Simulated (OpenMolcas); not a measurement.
# Ru²⁺ among point charges: CASSCF and CASPT2 levels and susceptibility

How does a field of 8 point charges split the states of Ru²⁺, and what χT follows?

Program: OpenMolcas 26.06. Level of theory: state-averaged CASSCF and CASPT2, spin-orbit coupling by RASSI with atomic mean-field integrals. These are calculated values, not measurements, unless marked.

**1. Starting point**

- Species: Ru²⁺ (ruthenium, Z = 44, 42 electrons)
- Basis: ANO-RCC-VDZP [6s5p3d1f], 43 functions
- Scalar Hamiltonian: DKH2, point nucleus
- Inactive shells: 1s 2s 2p 3s 3p 3d 4s 4p
- Active space: 6 electrons in 5 orbitals (4d)
- Some configurations of this space: 4d⁶
- Orbitals: optimised for each spin and parity, averaged over all roots

The outer shells:

4d6
```
4d [↑↓][↑ ][↑ ][↑ ][↑ ]
```

The ion sits among 8 point charges of -1.2 e arranged as a cube (Oh), 2.06 Å from the ion.

Each step is its own input file, run in one work folder so that later steps find the files of earlier ones. Labels, J, g values, rates, χT and fits are worked out afterwards by a script from the matrices that RASSI stores. The input lists half of the charges; inversion (Group=XYZ) makes the rest.

**2. GATEWAY and SEWARD: basis and integrals**

a.inp reads:

```
&GATEWAY
Coord
1

Ru 0.0 0.0 0.0
Basis=ANO-RCC-VDZP
Group=XYZ
NoMove
AngMom=0.0 0.0 0.0
AMFI
XField
4 Angstrom 0
1.189342 1.189342 1.189342 -1.200000
1.189342 1.189342 -1.189342 -1.200000
1.189342 -1.189342 1.189342 -1.200000
1.189342 -1.189342 -1.189342 -1.200000
&SEWARD
```

Started as:

```bash
> OMP_NUM_THREADS=1 MOLCAS_MEM=1689 MOLCAS_PROJECT=a pymolcas a.inp > a.log
```

**3. CASSCF: quintets of even parity, 5 roots**

a.inp reads:

```
&RASSCF
FileOrb=start.orb
Symmetry=1
Spin=5
nActEl=6 0 0
Inactive=9 9
Ras2=5 0
CIRoot=5 5 1
SDav=5
CIMx=300
Iter=120 100
PrWF=0.3
OrbListing=Nothing
MaxOrb=0
>>> COPY $Project.JobIph JOB001
```

start.orb holds the contracted functions of the basis, ordered by shell, or the orbitals of the step before.

**4. CASSCF: triplets of even parity, 45 roots**

a.inp reads:

```
&RASSCF
FileOrb=start.orb
Symmetry=1
Spin=3
nActEl=6 0 0
Inactive=9 9
Ras2=5 0
CIRoot=45 45 1
SDav=45
CIMx=300
Iter=120 100
PrWF=0.3
OrbListing=Nothing
MaxOrb=0
>>> COPY $Project.JobIph JOB002
```

**5. Reference wave functions, singlets of even parity, 50 roots**

a.inp reads:

```
&RASSCF
FileOrb=start.orb
Symmetry=1
Spin=1
nActEl=6 0 0
Inactive=9 9
Ras2=5 0
CIRoot=50 50 1
SDav=50
CIMx=300
Iter=120 100
PrWF=0.3
OrbListing=Nothing
MaxOrb=0
>>> COPY $Project.JobIph JOB003
```

**6. State interaction with spin-orbit coupling**

a.inp reads:

```
&RASSI
NrOfJobIphs=3 5 45 50
1 2 3 4 5
1 2 3 4 5 6 7 8 9 10 11 12 13 14 15 16 17 18 19 20 21 22 23 24 25 26 27
28 29 30 31 32 33 34 35 36 37 38 39 40 41 42 43 44 45
1 2 3 4 5 6 7 8 9 10 11 12 13 14 15 16 17 18 19 20 21 22 23 24 25 26 27
28 29 30 31 32 33 34 35 36 37 38 39 40 41 42 43 44 45 46 47 48 49 50
IphNames
JOB001
JOB002
JOB003
EJob
SpinOrbit
DIPRint=1.0
SOCoupling=1000.0
Subsets=2
Property=9
'ANGMOM' 1 'ANGMOM' 2 'ANGMOM' 3 'MLTPL  1' 1 'MLTPL  1' 2 'MLTPL  1' 3
'AMFI' 1 'AMFI' 2 'AMFI' 3
SOProperty=3
'ANGMOM' 1 'ANGMOM' 2 'ANGMOM' 3
```

**7. CASPT2: IPEA 0.25, imaginary shift 0.1 (closed shells correlated: 4s 4p)**

a.inp reads:

```
>>> COPY JOB001 $Project.JobIph
&CASPT2
Multistate=5 1 2 3 4 5
NoMult
Frozen=8 6
IPEA=0.25
Imaginary=0.1
MaxIter=60
WThr=0.0 0.3 0.05
PrWF=0.5
NoMix
>>> COPY JOB002 $Project.JobIph
&CASPT2
Multistate=45 1 2 3 4 5 6 7 8 9 10 11 12 13 14 15 16 17 18 19 20 21 22
23 24 25 26 27 28 29 30 31 32 33 34 35 36 37 38 39 40 41 42 43 44 45
NoMult
Frozen=8 6
IPEA=0.25
Imaginary=0.1
MaxIter=60
WThr=0.0 0.3 0.05
PrWF=0.5
NoMix
>>> COPY JOB003 $Project.JobIph
&CASPT2
Multistate=50 1 2 3 4 5 6 7 8 9 10 11 12 13 14 15 16 17 18 19 20 21 22
23 24 25 26 27 28 29 30 31 32 33 34 35 36 37 38 39 40 41 42 43 44 45 46
47 48 49 50
NoMult
Frozen=8 6
IPEA=0.25
Imaginary=0.1
MaxIter=60
WThr=0.0 0.3 0.05
PrWF=0.5
NoMix
```

(Steps that only read results are left out.)

What does the calculation give? Wanted: spin-free ground state; first state of the same spin within the active space; lowest level; next level.

The runs gave:

| quantity | value |
| --- | --- |
| method | SS-CASPT2, IPEA 0.25, imaginary shift 0.1 (closed shells correlated: 4s 4p) |
| spin-free ground state | 5E, 2-fold in its orbital part |
| first state of the same spin within the active space | 5T2 at 7940 cm⁻¹ |
| lowest level | 1-fold A1 |
| next level | 66.7 cm⁻¹ |
| χT at 300 K | 3.46 cm³ K/mol |
| effective moment at 300 K | 5.26 μB |

Cost by method:

```
                                              method  time of its own steps  time with the reference
                                           A. CASSCF                   25 s                     25 s
B. SS-CASPT2, IPEA 0.25, imaginary shift 0.1, +4s 4p                  7.1 s                     32 s
```

Times are of one thread on a shared host.

In words: The spin-free ground state (5E) comes to 100 % from free-ion D terms and keeps the highest spin of the shell. χT at 300 K is 3.46, against 3.01 cm³ K/mol for the spin alone, so orbital moment adds to it. An active space of the d shell alone favours high spin; real ions in strong fields can be low spin. CASPT2 does not keep the components of a term degenerate, and the means are used. An orbital doublet at a regular site is open to a Jahn-Teller distortion, which this geometry leaves out. The field of point charges can differ much from that of real complexes. With metal d orbitals alone active, the gaps between spin states are rough; where two lie within a few thousand cm-1, their order is open. Point charges carry no covalency, so the field is a model and not that of real ligands.
